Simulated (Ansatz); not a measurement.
**BBrCl2 (bromodichloroborane): a chain of runs**

Wanted: a series of 42 runs (MP2/LANL2DZ, UMP2/LANL2DZ, MP2/def2-mTZVP, UMP2/def2-mTZVP, MP2/def2-mTZVPP, UMP2/def2-mTZVPP, MP2/def2-TZVP, UMP2/def2-TZVP, and more) of BBrCl2 and its partners. The setting varied is the lower state search, integral approximation. 

Program for the calculation: Ansatz 0.2.0.

### Step 1. The structure to begin with

The species is BBrCl2 (4 atoms), meant as a singlet with charge 0. SMILES: `ClB(Cl)Br`. The coordinates come from a PBE0-D4/def2-TZVP relaxation.

Bond lengths: Cl1–B2 1.735 Å, B2–Cl3 1.735 Å, B2–Br4 1.901 Å. Angles: Cl1–B2–Cl3 120.1°, Cl1–B2–Br4 119.9°, Cl3–B2–Br4 119.9°.

### Step 2. The energy at MP2/LANL2DZ (core potential) (run 1)

File in.yaml:

```yaml
crystal:
  periodic: [false, false, false]
  atoms:
    - symbol: Cl
      position_ang: [0.582100, 0.666000, 1.510800]
    - symbol: B
      position_ang: [0.037200, -0.038100, 0.022100]
    - symbol: Cl
      position_ang: [0.444300, -1.679200, -0.365600]
    - symbol: Br
      position_ang: [-1.008100, 0.991100, -1.187600]
basis:
  gaussian: {orbitals: LANL2DZ.json}
correlation: {method: mp2, frozen_orbitals: {B: 1, Br: 0, Cl: 0}}
```

The basis set LANL2DZ is read from a file made from the Basis Set Exchange's data (not shown).

Started as:

```sh
$ ansatz run in.yaml --threads 1 --pin off --max-ram 3480MiB --events-out events.jsonl --progress --plain --runs-dir runs
```

What it wrote:

```text
Warning: RAYON_NUM_THREADS=1 ignored (pool sized by the plan → 1); use --threads N
Functional definition: HF
  name "HF"
  exchange = exact_x
  correlation = 0
510 factors; integrals over basis functions are off by at most 1.2e-4 eV
mean field evaluation 1: about -1823.9918 eV, gradient 2.0e1 eV
mean field evaluation 2: about -1823.9951 eV, gradient 2.0e1 eV
mean field evaluation 4: about -1825.6911 eV, gradient 1.3e0 eV
mean field evaluation 8: about -1825.7012 eV, gradient 3.6e-4 eV
mean field -1825.70120450 eV, -67.0932817606 hartree, gradient 1.6e-6 eV, S^2 0.000000; 0 other end points of the search recorded, 0 dependent functions left out
1 core orbitals not correlated: weight in the atoms' cores, before any rotation towards them, 1.000 or more for the frozen orbitals, at most 0.000 for the correlated occupied ones
reference -1825.70120450 eV, -67.0932817606 hartree; 12, 12 occupied and 20, 20 virtual orbitals, 510 factors
second order -3.98241727 eV of doubles, -0.00000000 eV of singles
Total energy: -1829.68362177 eV, -67.2396328959 hartree
```

Wall time 0.18 s (1 thread of Arm Neoverse V1, shared host).

### Step 3. The B atom: the energy at UMP2/LANL2DZ (run 2)

File run.yaml:

```yaml
crystal:
  periodic: [false, false, false]
  atoms:
    - symbol: B
      position_ang: [0.000000, 0.000000, 0.000000]
basis:
  gaussian: {orbitals: LANL2DZ.json}
magnetization: {spin_polarized: true, initial_magnetization: 1}
correlation: {method: mp2, frozen_orbitals: {B: 1}}
```

The basis set LANL2DZ is read from a file made from the Basis Set Exchange's data (not shown).

Run the same way, it converges to -24.54901 Eh (log not shown).

Runs 3 to 16 aren't shown in full; the table further down has their settings and results.

### Step 4. The energy at MP2/def2-QZVP (run 17)

File input.yaml:

```yaml
crystal:
  periodic: [false, false, false]
  atoms:
    - {symbol: Cl, position_ang: [0.582100, 0.666000, 1.510800]}
    - {symbol: B, position_ang: [0.037200, -0.038100, 0.022100]}
    - {symbol: Cl, position_ang: [0.444300, -1.679200, -0.365600]}
    - {symbol: Br, position_ang: [-1.008100, 0.991100, -1.187600]}
basis:
  gaussian: {orbitals: def2-QZVP.json}
magnetization: {spin_polarized: false, initial_magnetization: 0}
correlation: {method: mp2, frozen_orbitals: {B: 1, Br: 9, Cl: 5}}
```

The basis set def2-QZVP is read from a file made from the Basis Set Exchange's data (not shown).

Started as:

```sh
$ ansatz run input.yaml --threads 1 --pin off --max-ram 3480MiB --events-out events.jsonl --progress --plain --runs-dir runs
```

What it wrote:

```text
Warning: RAYON_NUM_THREADS=1 ignored (pool sized by the plan → 1); use --threads N
[... 4 set-up lines as earlier in the session ...]
1637 factors; integrals over basis functions are off by at most 5.1e-4 eV
mean field evaluation 1: about -95682.6784 eV, gradient 1.8e1 eV
mean field evaluation 2: about -95682.8550 eV, gradient 1.9e1 eV
mean field evaluation 4: about -95684.0369 eV, gradient 2.5e0 eV
mean field evaluation 8: about -95684.0674 eV, gradient 1.9e-1 eV
mean field -95684.06762108 eV, -3516.3246280842 hartree, gradient 2.9e-6 eV, S^2 0.000000; 0 other end points of the search recorded, 0 dependent functions left out
20 core orbitals not correlated: weight in the atoms' cores, before any rotation towards them, 1.000 or more for the frozen orbitals, at most 0.000 for the correlated occupied ones
reference -95684.06762108 eV, -3516.3246280842 hartree; 17, 17 occupied and 235, 235 virtual orbitals, 1637 factors
second order -23.67402980 eV of doubles, -0.00000000 eV of singles
Total energy: -95707.74165088 eV, -3517.1946326326 hartree
```

Run time: 23 s. Hardware: 1 thread of Arm Neoverse V1, shared host; peak memory 0.8 GiB.

Runs 18 to 41 aren't shown in full; the table further down has their settings and results.

### Step 5. The doublet cation: the energy at RPA@PBE/aug-pcseg-2 (run 42)

File run.yaml:

```yaml
basis:
  gaussian:
    orbitals: aug-pcseg-2
crystal:
  periodic: [false, false, false]
  atoms:
    - symbol: Cl
      position_ang: [0.582100, 0.666000, 1.510800]
    - symbol: B
      position_ang: [0.037200, -0.038100, 0.022100]
    - symbol: Cl
      position_ang: [0.444300, -1.679200, -0.365600]
    - symbol: Br
      position_ang: [-1.008100, 0.991100, -1.187600]
total_charge: 1
magnetization:
  spin_polarized: true
  initial_magnetization: 1
hamiltonian:
  xc: pbe
correlation:
  method: rpa
  frozen_orbitals: {B: 1, Br: 9, Cl: 5}
```

Started as:

```sh
$ ansatz run run.yaml --threads 1 --pin off --max-ram 3480MiB --events-out events.jsonl --progress --plain --runs-dir runs
```

What it wrote (excerpt; [...] marks lines left out):

```text
Warning: RAYON_NUM_THREADS=1 ignored (pool sized by the plan → 1); use --threads N
Functional definition: PBE
  name "PBE"
[...]
1341 factors; integrals over basis functions are off by at most 4.4e-4 eV
[...]
mean field -95741.84224918 eV, -3518.4478065058 hartree, gradient 3.2e-6 eV, S^2 0.751777; 8 other end points of the search recorded, 0 dependent functions left out
20 core orbitals not correlated: weight in the atoms' cores, before any rotation towards them, 1.000 or more for the frozen orbitals, at most 0.000 for the correlated occupied ones
reference -95670.08610078 eV, -3515.8108166904 hartree; 17, 16 occupied and 168, 169 virtual orbitals, 1341 factors
Total energy: -95700.46104273 eV, -3516.9270752182 hartree
```

Run time: 78 s. Hardware: 1 thread of Arm Neoverse V1, shared host; peak memory 0.66 GiB.

### Step 6. Overview of the runs

```tsv
run	level	lower state search	core potential	partner	energy (Eh)	correlation energy (mEh)	wall time
1	MP2/LANL2DZ (core potential)	default	LANL2DZ	base	-67.239633	-146.4	0.18 s
2	UMP2/LANL2DZ	default	none	atoms	-24.549013	-22.4	0.08 s
3	UMP2/LANL2DZ (core potential)	default	LANL2DZ	atoms	-12.930532	-11.8	0.06 s
4	UMP2/LANL2DZ (core potential)	default	LANL2DZ	atoms	-14.700029	-18.7	0.06 s
5	MP2/def2-mTZVP	default	none	base	-3516.814415	-583.4	1.8 s
6	UMP2/def2-mTZVP	default	none	atoms	-24.566696	-36.2	0.08 s
7	UMP2/def2-mTZVP	default	none	atoms	-2572.593805	-198.4	0.34 s
8	UMP2/def2-mTZVP	default	none	atoms	-459.588429	-114.4	0.12 s
9	MP2/def2-mTZVPP	default	none	base	-3516.851454	-616.6	2.3 s
10	UMP2/def2-mTZVPP	default	none	atoms	-24.566696	-36.2	0.08 s
11	UMP2/def2-mTZVPP	default	none	atoms	-2572.593805	-198.4	0.32 s
12	UMP2/def2-mTZVPP	default	none	atoms	-459.604253	-129.8	0.12 s
13	MP2/def2-TZVP	default	none	base	-3516.991062	-741.7	4.2 s
14	UMP2/def2-TZVP	default	none	atoms	-24.575835	-43.5	0.12 s
15	UMP2/def2-TZVP	default	none	atoms	-2572.643312	-245.2	0.54 s
16	UMP2/def2-TZVP	default	none	atoms	-459.632119	-155.3	0.18 s
17	MP2/def2-QZVP	default	none	base	-3517.194633	-870.0	23 s
18	UMP2/def2-QZVP	default	none	atoms	-24.579788	-46.7	0.37 s
19	UMP2/def2-QZVP	default	none	atoms	-2572.766572	-318.9	2.2 s
20	UMP2/def2-QZVP	default	none	atoms	-459.665557	-176.0	0.75 s
21	MP2/pcseg-2	off	none	base	-3516.939004	-670.6	2.9 s
22	UMP2/pcseg-2	off	none	triplet	-3516.716712	-647.3	6 s
23	MP2/pcseg-2	light	none	base	-3516.939004	-670.6	4.2 s
24	UMP2/pcseg-2	light	none	triplet	-3516.716712	-647.3	55 s
25	MP2/pcseg-2	standard	none	base	-3516.939004	-670.6	4.2 s
26	UMP2/pcseg-2	standard	none	triplet	-3516.716712	-647.3	55 s
27	MP2/pcseg-2	full	none	base	-3516.939004	-670.6	4.2 s
28	UMP2/pcseg-2	full	none	triplet	-3516.716712	-647.3	78 s
29	MP2/cc-pVTZ (density fitting with def2-universal-jkfit, cc-pVDZ-rifit for correlation)	default	none	base	-3517.013919	-703.1	6.3 s
30	MP2/cc-pVTZ (density fitting with def2-universal-jkfit, def2-SVP-rifit for correlation)	default	none	base	-3517.013570	-702.8	6.3 s
31	MP2/cc-pVTZ (density fitting with def2-universal-jkfit, def2-TZVP-rifit for correlation)	default	none	base	-3517.007108	-696.3	6.6 s
32	MP2/cc-pVTZ (density fitting with def2-universal-jkfit, cc-pVTZ-rifit for correlation)	default	none	base	-3517.007097	-696.3	6.6 s
33	MP2/cc-pVTZ (density fitting with def2-universal-jkfit, aug-cc-pVTZ-rifit for correlation)	default	none	base	-3517.007097	-696.3	6.9 s
34	MP2/cc-pVTZ (density fitting with def2-universal-jkfit, cc-pVQZ-rifit for correlation)	default	none	base	-3517.007106	-696.3	6.9 s
35	MP2/cc-pVTZ (density fitting with def2-universal-jkfit, cc-pV5Z-rifit for correlation)	default	none	base	-3517.007099	-696.3	7.8 s
36	MP2/cc-pVTZ	default	none	base	-3517.007298	-696.4	32 s
37	RPA@PBE/aug-pcseg-0	default	none	base	-3512.129397	-335.2	3 s
38	RPA@PBE/aug-pcseg-0	default	none	cation	-3511.738634	-387.4	18 s
39	RPA@PBE/aug-pcseg-1	default	none	base	-3516.547198	-764.2	6.6 s
40	RPA@PBE/aug-pcseg-1	default	none	cation	-3516.156236	-790.9	33 s
41	RPA@PBE/aug-pcseg-2	default	none	base	-3517.325850	-1100.8	17 s
42	RPA@PBE/aug-pcseg-2	default	none	cation	-3516.927075	-1116.3	78 s
```

Convergence of the total energy of singlet BBrCl2 with the lower state search, against the last point:

```tsv
lower state search	from the last (mEh)	wall time
off	+0.000	2.9 s
light	+0.000	4.2 s
standard	+0.000	4.2 s
full	+0.000	4.2 s
```

Convergence of the correlation energy (20 core orbitals frozen) of singlet BBrCl2 with the lower state search, against the last point:

```tsv
lower state search	from the last (mEh)	wall time
off	+0.000	2.9 s
light	+0.000	4.2 s
standard	+0.000	4.2 s
full	+0.000	4.2 s
```

### Step 7. Summary of results

| quantity | value |
| --- | --- |
| doublet cation, run 42: total energy | -3516.92708 Eh |
| doublet cation, run 42: RPA correlation energy (valence) | -1116.3 mEh |
| doublet cation, run 42: ⟨S²⟩ of the reference determinant | 0.752 |
| electronic atomisation energy, MP2/LANL2DZ | 9.797 eV |
| electronic atomisation energy, MP2/def2-mTZVP | 12.981 eV |
| electronic atomisation energy, MP2/def2-TZVP | 13.815 eV |
| electronic atomisation energy, MP2/def2-QZVP | 14.073 eV |
| vertical ionisation energy (to the doublet cation), RPA@PBE/aug-pcseg-0 | 10.633 eV |
| vertical ionisation energy (to the doublet cation), RPA@PBE/aug-pcseg-1 | 10.639 eV |
| vertical ionisation energy (to the doublet cation), RPA@PBE/aug-pcseg-2 | 10.851 eV |
| vertical energy of the triplet above the singlet, MP2/pcseg-2 | 6.049 eV |

**Reading.** At MP2/LANL2DZ: taking the molecule apart into free atoms costs 9.80 eV (945 kJ/mol), before zero-point energy and without spin-orbit coupling. The basis has no polarisation functions, which makes bonds too weak. At MP2/def2-mTZVP: taking the molecule apart into free atoms costs 12.98 eV (1253 kJ/mol), before zero-point energy and without spin-orbit coupling. At MP2/def2-TZVP: taking the molecule apart into free atoms costs 13.81 eV (1333 kJ/mol), before zero-point energy and without spin-orbit coupling. At MP2/def2-QZVP: taking the molecule apart into free atoms costs 14.07 eV (325 kcal/mol), before zero-point energy and without spin-orbit coupling. At RPA@PBE/aug-pcseg-0: the vertical ionisation energy comes to 10.63 eV (245 kcal/mol). At RPA@PBE/aug-pcseg-1: removing an electron at fixed nuclei costs 10.64 eV (1026 kJ/mol). Some runs of one species differ in core potentials or relativity; totals across that change don't compare. All runs together took 8 min, the longest 78 s.
